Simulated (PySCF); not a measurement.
MgSH2, in a box:

```
Mg S H
1.0
    10.00000    0.00000    0.00000
     0.00000   13.00000    0.00000
     0.00000    0.00000   12.00000
Mg S H
1 1 2
Direct
  0.50887 0.45275 0.51796
  0.45586 0.58947 0.40520
  0.54674 0.35114 0.60046
  0.54396 0.65209 0.45592
```

Base run:

| Item | Value |
| --- | --- |
| Program | PySCF 2.14.0 |
| Functional | TM |
| Potentials or basis | cc-pvdz (all-electron) |
| k mesh | 1 × 1 × 1 |
| Occupations | fixed |
| Spin | no spin polarisation |

Its results: gap between the frontier levels 4.56 eV.

Q: The run is repeated on the same cell with these changes: functional from TM to PBE. What comes out?

A: Gap between the frontier levels 4.29 eV.

TM gives the wider gap, since meta-GGAs in the generalised Kohn-Sham scheme recover part of the derivative discontinuity.

Caveats: this is a molecule in a periodic box at the Γ point, so its band gap is the HOMO-LUMO gap; the basis of atomic orbitals isn't converged, which shifts pressures, moduli and gaps.

